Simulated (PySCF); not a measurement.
# C₃CoNO₄: electronic excitations at several levels of theory, part 1 of 2

How much do the electronic excitations of C₃CoNO₄ (`O=[C]=[Co](=[C]=O)(=[C]=O)[N]=O`) depend on the level of theory, and what does each level cost?

Programs: PySCF 2.14.0, with density-fitted response routines of our own. Each step states its level of theory. These are calculated values for one molecule in the gas phase, unless marked as measured. Atoms count from 0, in the outputs and in this text.

## Step 1: The starting structure

9 atoms, charge 0, multiplicity 1; geometry from: GFN2-xTB.

Bonds of the start (Å): O0–C1 1.14, C1–Co2 1.81, Co2–C3 1.81, C3–O4 1.14, Co2–C5 1.81, C5–O6 1.14, Co2–N7 1.60, N7–O8 1.16.

## Step 2: Geometry optimisation at PBE0-D3(BJ)/def2-SVP

The job: settings as JSON, then the geometry in Å.

```
{"job": {"xc": "PBE0", "basis": "def2-SVP", "d3": "d3bj", "grid": 2, "kind": "geom"}, "charge": 0, "multiplicity": 1}
O      1.941520    -0.455950    -2.105770
C      1.193780    -0.279480    -1.264250
Co     0.051070    -0.001700     0.111710
C     -1.243170    -1.232860    -0.190100
O     -2.053510    -2.018870    -0.344850
C     -0.762670     1.547200    -0.355960
O     -1.267140     2.535030    -0.617050
N      0.706170    -0.030570     1.576070
O      1.179370    -0.054540     2.636740
```

The log of the run:

```text
step   0  E = -1851.47257470  max force = 0.040764
step   1  E = -1851.47345713  max force = 0.010535
step   2  E = -1851.47358089  max force = 0.001739
step   3  E = -1851.47358862  max force = 0.000682
step   4  E = -1851.47358951  max force = 0.000109
optimisation converged
```

Run time: 40 s. Hardware: 8 threads of Arm Neoverse V1, shared host.

Relaxation path:

```csv
step,energy from step 0 (eV),largest force component (eV/Å)
0,0.0000,2.0962
1,-0.0240,0.5417
2,-0.0274,0.0894
3,-0.0276,0.0351
4,-0.0276,0.0056
```

Close pairs (by a distance rule), those that changed most:

```csv
bond,before (Å),after (Å),change (Å)
Co2–N7,1.604,1.626,+0.022
N7–O8,1.162,1.144,-0.017
Co2–C3,1.812,1.795,-0.017
Co2–C5,1.811,1.796,-0.015
C1–Co2,1.810,1.795,-0.015
C5–O6,1.140,1.139,-0.000
O0–C1,1.139,1.139,-0.000
C3–O4,1.139,1.139,-0.000
```

The final coordinates are the input of the step that follows.

```csv
at the end point,value
"rotational constants (GHz, main isotopes)","1.155, 1.080, 1.079"
dipole moment (D),0.17
```

## Step 3: Ultraviolet spectrum: CAM-B3LYP/def2-SVPD

The job: settings as JSON, then the geometry in Å.

```
{"job": {"kind": "uv", "xc": "CAM-B3LYP", "basis": "def2-SVPD", "nstates": 12, "ntriplets": 4}, "charge": 0, "multiplicity": 1}
O      1.945753    -0.451057    -2.093760
C      1.193489    -0.273714    -1.256631
Co     0.041285     0.000480     0.092720
C     -1.233804    -1.230582    -0.189763
O     -2.039833    -2.021324    -0.342037
C     -0.764231     1.542291    -0.353312
O     -1.269481     2.530347    -0.611474
N      0.703443    -0.030957     1.577851
O      1.168798    -0.057225     2.622945
```

Method: TDDFT CAM-B3LYP/def2-SVPD, vertical, gas phase, core orbitals frozen in the response.

The log of the run:

```text
coarse grid: 48944 points
cycle   1  E = -1836.1218486843  dE =  1.622e+01  |g| = 7.354e+00  |ddm| = 1.205e+01
cycle   2  E = -1769.9615776723  dE =  6.616e+01  |g| = 1.521e+01  |ddm| = 8.635e+02
cycle   3  E = -1842.0589152772  dE = -7.210e+01  |g| = 6.525e+00  |ddm| = 8.016e+02
cycle   4  E = -1851.2621388409  dE = -9.203e+00  |g| = 2.372e+00  |ddm| = 6.939e+01
cycle   5  E = -1851.8563412861  dE = -5.942e-01  |g| = 1.348e+00  |ddm| = 2.536e+00
cycle   6  E = -1851.4415810258  dE =  4.148e-01  |g| = 2.352e+00  |ddm| = 2.024e+00
cycle   7  E = -1851.6000808491  dE = -1.585e-01  |g| = 2.023e+00  |ddm| = 3.495e-01
cycle   8  E = -1852.1400371146  dE = -5.400e-01  |g| = 1.707e-01  |ddm| = 1.477e+00
cycle   9  E = -1852.1443125291  dE = -4.275e-03  |g| = 6.482e-02  |ddm| = 1.724e-01
cycle  10  E = -1852.1446338057  dE = -3.213e-04  |g| = 4.150e-02  |ddm| = 4.361e-02
cycle  11  E = -1852.1446574204  dE = -2.361e-05  |g| = 3.984e-02  |ddm| = 1.442e-02
cycle  12  E = -1852.1448447888  dE = -1.874e-04  |g| = 3.306e-03  |ddm| = 4.394e-02
cycle  13  E = -1852.1448464588  dE = -1.670e-06  |g| = 8.421e-04  |ddm| = 4.989e-03
final grid: 102744 points
cycle  14  E = -1852.1448681829  dE =  2.575e-06  |g| = 4.704e-03  |ddm| = 7.778e-03
cycle  15  E = -1852.1447589222  dE =  1.093e-04  |g| = 3.036e-02  |ddm| = 2.993e-02
cycle  16  E = -1852.1448708273  dE = -1.119e-04  |g| = 7.258e-04  |ddm| = 2.614e-02
cycle  17  E = -1852.1448709304  dE = -1.031e-07  |g| = 7.118e-05  |ddm| = 6.448e-04
cycle  18  E = -1852.1448709327  dE = -2.339e-09  |g| = 4.056e-05  |ddm| = 1.576e-04
cycle  19  E = -1852.1448709342  dE = -1.425e-09  |g| = 3.006e-05  |ddm| = 1.340e-04
cycle  20  E = -1852.1448709347  dE = -5.084e-10  |g| = 5.839e-06  |ddm| = 9.323e-05
converged SCF energy = -1852.1448709347

Static polarisability (au): isotropic 88.925, principal 80.961 81.034 104.781

Singlet excitations
state   eV       nm        f      main configurations
  1   2.3858    519.7   0.00000   H->L+1 0.47, H-1->L 0.47
  2   2.9455    420.9   0.00077   H->L 0.31, H-1->L+1 0.31, H-1->L 0.16
  3   2.9474    420.7   0.00078   H-1->L 0.31, H->L+1 0.31, H->L 0.16
  4   3.4582    358.5   0.00038   H-2->L+1 0.89
  5   3.4615    358.2   0.00038   H-2->L 0.89
  6   3.8646    320.8   0.02034   H-3->L+1 0.25, H-4->L 0.25, H-1->L+1 0.20
  7   4.0578    305.5   0.00000   H-3->L 0.44, H-4->L+1 0.43
  8   4.3415    285.6   0.00030   H-4->L 0.33, H-3->L+1 0.33, H->L+2 0.10
  9   4.3418    285.6   0.00029   H-4->L+1 0.33, H-3->L 0.33, H-1->L+2 0.10
 10   4.7513    260.9   0.00027   H->L+2 0.66
 11   4.7577    260.6   0.00026   H-1->L+2 0.66
 12   4.9844    248.7   0.00003   H->L+3 0.34, H-1->L+4 0.31, H->L+4 0.14

Triplet excitations (Tamm-Dancoff, eV): 1.7313 2.1166 2.1168 2.5552
```

It took 54 s on 8 threads of Arm Neoverse V1, shared host.

The orbitals next to the gap, with their largest atomic shares:

```csv
orbital,eV,atoms
HOMO−3,-10.54,"Co2 75 %, O8 7 %, N7 4 %"
HOMO−2,-9.42,"Co2 64 %, C5 6 %, C1 6 %"
HOMO−1,-8.76,"Co2 48 %, O8 15 %, N7 14 %"
HOMO,-8.75,"Co2 48 %, O8 15 %, N7 14 %"
LUMO,-1.12,"N7 38 %, O8 27 %, Co2 25 %"
LUMO+1,-1.12,"N7 38 %, O8 27 %, Co2 26 %"
LUMO+2,0.16,"Co2 25 %, C5 13 %, C3 13 %"
```

With each of the 12 states as a Gaussian band of 0.4 eV half-width at 1/e, the curve within the window shown has maxima at 321 nm (ε 840) L/(mol cm). Beyond the last state computed it falls off for lack of states. The curve at chosen wavelengths:

(nm, ε (L/mol/cm)): (235, 4), (253, 24), (272, 74), (290, 308), (308, 711), (327, 819), (345, 560), (364, 273), (382, 136), (400, 90), (419, 74), (437, 62), (455, 48), (474, 32), (492, 20), (510, 12), (529, 7), (547, 4), (565, 2), (584, 1), (602, 0), (621, 0), (639, 0), (657, 0), (676, 0), (694, 0)

Ground-state properties from the same run:

```csv
property,computed
dipole moment (D),0.09
polarisability (Å³),13.18
HOMO–LUMO gap (eV),7.63
−ε(HOMO) (eV),8.75
```

## Step 4: Ultraviolet spectrum: PBE0/def2-SVPD

Settings changed since step 3:

```diff
@@ -1,2 +1,2 @@
-{"job": {"kind": "uv", "xc": "CAM-B3LYP", "basis": "def2-SVPD", "nstates": 12, "ntriplets": 4}, "charge": 0, "multiplicity": 1}
+{"job": {"kind": "uv", "xc": "PBE0", "basis": "def2-SVPD", "nstates": 12, "ntriplets": 4}, "charge": 0, "multiplicity": 1}
 O      1.945753    -0.451057    -2.093760
```

Level: TDDFT PBE0/def2-SVPD, vertical, gas phase, core orbitals frozen in the response.

The log of the run:

```text
coarse grid: 48944 points
cycle   1  E = -1834.7349333248  dE =  1.712e+01  |g| = 7.131e+00  |ddm| = 1.250e+01
cycle   2  E = -1763.1589910778  dE =  7.158e+01  |g| = 1.539e+01  |ddm| = 8.815e+02
cycle   3  E = -1840.6055056517  dE = -7.745e+01  |g| = 6.607e+00  |ddm| = 8.023e+02
cycle   4  E = -1850.3098825676  dE = -9.704e+00  |g| = 2.569e+00  |ddm| = 8.806e+01
cycle   5  E = -1850.1660064696  dE =  1.439e-01  |g| = 2.928e+00  |ddm| = 3.836e+00
cycle   6  E = -1849.9123656206  dE =  2.536e-01  |g| = 3.309e+00  |ddm| = 1.520e+00
cycle   7  E = -1850.6849271560  dE = -7.726e-01  |g| = 2.304e+00  |ddm| = 1.800e+00
cycle   8  E = -1851.0636868386  dE = -3.788e-01  |g| = 1.778e+00  |ddm| = 1.944e+00
cycle   9  E = -1851.4270285410  dE = -3.633e-01  |g| = 7.282e-01  |ddm| = 1.242e+00
cycle  10  E = -1851.3562694226  dE =  7.076e-02  |g| = 1.074e+00  |ddm| = 1.295e+00
cycle  11  E = -1851.4986462031  dE = -1.424e-01  |g| = 1.241e-01  |ddm| = 8.419e-01
cycle  12  E = -1851.5003195893  dE = -1.673e-03  |g| = 3.666e-02  |ddm| = 8.649e-02
cycle  13  E = -1851.5004995339  dE = -1.799e-04  |g| = 2.953e-03  |ddm| = 2.494e-02
cycle  14  E = -1851.5005004005  dE = -8.666e-07  |g| = 3.557e-03  |ddm| = 5.855e-03
cycle  15  E = -1851.5005022509  dE = -1.850e-06  |g| = 5.718e-04  |ddm| = 3.341e-03
final grid: 102744 points
cycle  16  E = -1851.5005566288  dE =  1.698e-07  |g| = 1.272e-03  |ddm| = 5.800e-03
cycle  17  E = -1851.5005552091  dE =  1.420e-06  |g| = 3.006e-03  |ddm| = 3.610e-03
cycle  18  E = -1851.5005565847  dE = -1.376e-06  |g| = 1.746e-03  |ddm| = 2.837e-03
cycle  19  E = -1851.5005569610  dE = -3.763e-07  |g| = 1.158e-04  |ddm| = 1.247e-03
cycle  20  E = -1851.5005569638  dE = -2.801e-09  |g| = 4.234e-05  |ddm| = 1.476e-04
cycle  21  E = -1851.5005569649  dE = -1.058e-09  |g| = 3.100e-05  |ddm| = 1.409e-04
cycle  22  E = -1851.5005569651  dE = -2.065e-10  |g| = 9.802e-06  |ddm| = 4.432e-05
converged SCF energy = -1851.5005569651

Static polarisability (au): isotropic 88.928, principal 81.648 81.722 103.413

Singlet excitations
state   eV       nm        f      main configurations
  1   2.5954    477.7   0.00000   H->L+1 0.46, H-1->L 0.45
  2   3.0882    401.5   0.00072   H-1->L 0.24, H->L+1 0.24, H->L 0.22
  3   3.0917    401.0   0.00073   H->L 0.24, H-1->L+1 0.23, H-1->L 0.22
  4   3.3887    365.9   0.00016   H-2->L+1 0.85
  5   3.3930    365.4   0.00016   H-2->L 0.85
  6   3.7939    326.8   0.01831   H-3->L+1 0.25, H-4->L 0.25, H-1->L+1 0.20
  7   4.0486    306.2   0.00000   H-3->L 0.47, H-4->L+1 0.46
  8   4.3001    288.3   0.00023   H->L+2 0.23, H-4->L+1 0.22, H-3->L 0.21
  9   4.3013    288.2   0.00021   H-1->L+2 0.23, H-4->L 0.22, H-3->L+1 0.22
 10   4.6154    268.6   0.00057   H->L+2 0.60
 11   4.6209    268.3   0.00059   H-1->L+2 0.61
 12   4.7294    262.2   0.00002   H->L+3 0.35, H-1->L+4 0.33, H->L+4 0.14

Triplet excitations (Tamm-Dancoff, eV): 1.8285 2.2155 2.2158 2.6438
```

It took 45 s on 8 threads of Arm Neoverse V1, shared host.

Key values: HOMO -7.53 eV, LUMO -2.31 eV; lowest singlet 2.60 eV.

(Continued in part 2 of 2.)
